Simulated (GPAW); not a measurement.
The system is Pt2W.

```
Pt W
1.0
    -1.38637    1.98220    4.15326
     1.38637   -1.98220    4.15326
     1.38637    1.98220   -4.15326
Pt W
2 1
Direct
  0.33678 0.33678 0.00000
  0.66322 0.66322 0.00000
  0.00000 0.00000 0.00000
```

The cell comes from a database or a generator and needn't be the stable form of this composition.

Base run:

```yaml
Program: GPAW 26.7.0
Functional: PBEsol
Potentials_or_basis: PAW data sets generated in the run's folder for this functional
Cutoff: 600 eV
Basis: pw
k_mesh: 8 × 8 × 8
Occupations: fermi-dirac, width 0.05 eV
Spin: no spin polarisation
```

Its results: pressure -5.5 GPa; largest force 0.059 eV/Å.

Problem. The run is repeated on the same cell with these changes: functional from PBEsol to LDA; potentials or basis from PAW data sets generated in the run's folder for this functional to the program's PAW data sets (release 1.2.1) made for this functional. What comes out?

Solution. Pressure -11.7 GPa; largest force 0.110 eV/Å.

Not every run made on this cell is shown here.
